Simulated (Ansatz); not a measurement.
**C2H3ClFI: up Jacob's ladder to CCSD(T)**

Aim: compute C2H3ClFI with functionals from several rungs and with coupled cluster, and see how far each lands from CCSD(T) at the basis-set limit for the atomisation energy.

Method: functionals in def2-TZVPP, the program's frozen cores in correlated methods; program: Ansatz 0.2.0, Gaussian basis.

The runs, in order: LDA (SPW92), PBE-D4, revPBE-D4, BLYP-D4, r2SCAN-D4, B97M-V, PBE0-D4, B3LYP-D4, r2SCANh-D4, r2SCAN0-D4, HSE06-D4, BHLYP-D4, CAM-B3LYP-D4, LC-ωPBE, ωB97X-V, ωB97M-V, B2PLYP, PBE-QIDH; CCSD(T)/def2-SVP; CCSD(T)/def2-TZVPP; MP2/def2-QZVPP; extrapolation to the limit; RPA on PBE.

### Step 1. Structure used throughout

All runs share one geometry, relaxed beforehand with PBE0-D4 in a triple-zeta def2 set. I takes the def2 core potential; no spin-orbit term is included.

SMILES `FC(Cl)CI`, 8 atoms, charge 0, spin multiplicity 1.

Atoms are counted from 1 here; the program's logs count them from 0.

Bond lengths: F1–C2 1.354 Å, C2–Cl3 1.785 Å, C2–C4 1.501 Å, C2–H6 1.090 Å, C4–I5 2.137 Å, C4–H7 1.086 Å, C4–H8 1.088 Å. Angles: F1–C2–Cl3 108.5°, F1–C2–C4 111.1°, F1–C2–H6 108.8°, Cl3–C2–C4 108.4°, Cl3–C2–H6 106.6°, C4–C2–H6 113.3°, C2–C4–I5 111.0°, C2–C4–H7 110.6°, C2–C4–H8 110.7°, I5–C4–H7 106.6°, I5–C4–H8 107.3°, H7–C4–H8 110.5°.

### Step 2. LDA

This LDA is Slater exchange with PW92 correlation.

The input, in.yaml:

```yaml
crystal:
  periodic: [false, false, false]
  atoms:
    - {symbol: F, position_ang: [-0.496838, 0.157238, 1.654791]}
    - {symbol: C, position_ang: [0.396919, 0.033019, 0.645438]}
    - {symbol: Cl, position_ang: [1.384982, -1.424909, 0.938254]}
    - {symbol: C, position_ang: [-0.298779, -0.123749, -0.675219]}
    - {symbol: I, position_ang: [-1.381230, 1.646729, -1.186098]}
    - {symbol: H, position_ang: [1.079056, 0.882933, 0.674660]}
    - {symbol: H, position_ang: [0.422642, -0.286776, -1.470696]}
    - {symbol: H, position_ang: [-1.014652, -0.941585, -0.636930]}
basis:
  gaussian: {orbitals: def2-TZVPP}
hamiltonian: {xc: lda}
output: {orbitals: {seedname: orbitals}}
```

Command:

```
$ ansatz run in.yaml --threads 4 --pin off --events-out ev --progress --plain --max-ram 10444MiB
```

The runs that follow: PBE-D4 (GGA); revPBE-D4 (GGA); BLYP-D4 (GGA); r2SCAN-D4 (meta-GGA); B97M-V (meta-GGA); B3LYP-D4 (hybrid); r2SCANh-D4 (hybrid); r2SCAN0-D4 (hybrid); HSE06-D4 (hybrid); BHLYP-D4 (hybrid); CAM-B3LYP-D4 (range-separated); LC-ωPBE (range-separated); ωB97X-V (range-separated); ωB97M-V (range-separated); B2PLYP (double hybrid); PBE-QIDH (double hybrid); CCSD(T) in def2-SVP; CCSD(T) in def2-TZVPP; MP2 in def2-QZVPP; RPA on PBE orbitals.

**Question.** What will the summary of the whole plan be? Wanted: atomisation energy, CCSD(T)/CBS; farthest beyond LDA; mean size of error, GGA; mean size of error, meta-GGA; mean size of error, hybrid; mean size of error, range-separated; mean size of error, double hybrid; gap, smallest and largest; T1 diagnostic.

**Answer**, as computed:

```
                               quantity                                                                                                                    value
        atomisation energy, CCSD(T)/CBS                                                                                                           658.1 kcal/mol
functionals within 6.6 kcal/mol (1.0 %)  revPBE-D4, BLYP-D4, r2SCAN-D4, B97M-V, PBE0-D4, r2SCANh-D4, HSE06-D4, CAM-B3LYP-D4, LC-ωPBE, ωB97X-V, ωB97M-V, PBE-QIDH
                    farthest beyond LDA                                                                                                BHLYP-D4 (-31.8 kcal/mol)
                mean size of error, GGA                                                                                                             9.3 kcal/mol
           mean size of error, meta-GGA                                                                                                             1.9 kcal/mol
             mean size of error, hybrid                                                                                                            10.8 kcal/mol
    mean size of error, range-separated                                                                                                             3.3 kcal/mol
      mean size of error, double hybrid                                                                                                             7.4 kcal/mol
              gap, smallest and largest                                                                                    4.25 eV (BLYP-D4), 11.31 eV (LC-ωPBE)
                          T1 diagnostic                                                                                                                   0.0096
triples share of the correlation energy                                                                                                                    3.2 %
```

What this shows: The LDA atomisation energy is off by 117.4 kcal/mol (18 %): it overbinds. PBE-D4 is off by +22.1 kcal/mol. Double hybrids carry the basis error of their MP2 part in triple zeta, and no dispersion term here, so their miss is partly the set-up's. The rungs meta-GGA, range-separated miss on average by less than the doubt on the reference (6.6 kcal/mol), so they tie. Misses under about 6.6 kcal/mol are within the doubt on the reference itself, which lacks core-valence correlation, spin-orbit coupling and higher excitations, and its outer-core shells are covered unevenly. All levels share the lack of spin-orbit coupling, which lowers the free heavy atoms and so the true binding. Hartree-Fock recovers 70 % of the binding; the rest is correlation. CCSD(T) in def2-SVP is off by -41.4 kcal/mol, more than most functionals: a good method in a small basis is no reference. The gap grows from 4.3 to 11.3 eV across the functionals, mostly with the share of exact exchange. Correlated methods include outer-core shells of I, which these sets cover unevenly.
